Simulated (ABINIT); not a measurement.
Mg2Al:

```
Mg Al
1.0
     0.00000    3.33194    3.33194
     3.33194    0.00000    3.33194
     3.33194    3.33194    0.00000
Mg Al
2 1
Direct
  0.75000 0.75000 0.75000
  0.50000 0.50000 0.50000
  0.00000 0.00000 0.00000
```

The cell was built by a generator and needn't be a form met in nature.

The cell isn't the ideal one: cell taken from the last step of an earlier PBE relaxation by this program, which needn't have reached its minimum.

Base run:

```yaml
Program: ABINIT 10.8.3 (patched build)
Functional: PBEsol
Potentials_or_basis: JTH PAW PBE v2.0
Cutoff: 544 eV
k_mesh: 8 × 8 × 8
Occupations: fermi-dirac, width 0.05 eV
Spin: no spin polarisation
```

Its results: band gap on the k mesh none (metal or under the smearing width); pressure -0.9 GPa.

Question: The run is repeated on the same cell with these changes: functional from PBEsol to PBE. What comes out?

Answer: Band gap on the k mesh none (metal or under the smearing width); pressure -0.2 GPa.

PBE binds less tightly than PBEsol, so the same cell stands under more pressure.

Caveats: the PAW data sets were made with another functional, which shifts forces and pressure a little (some runs).
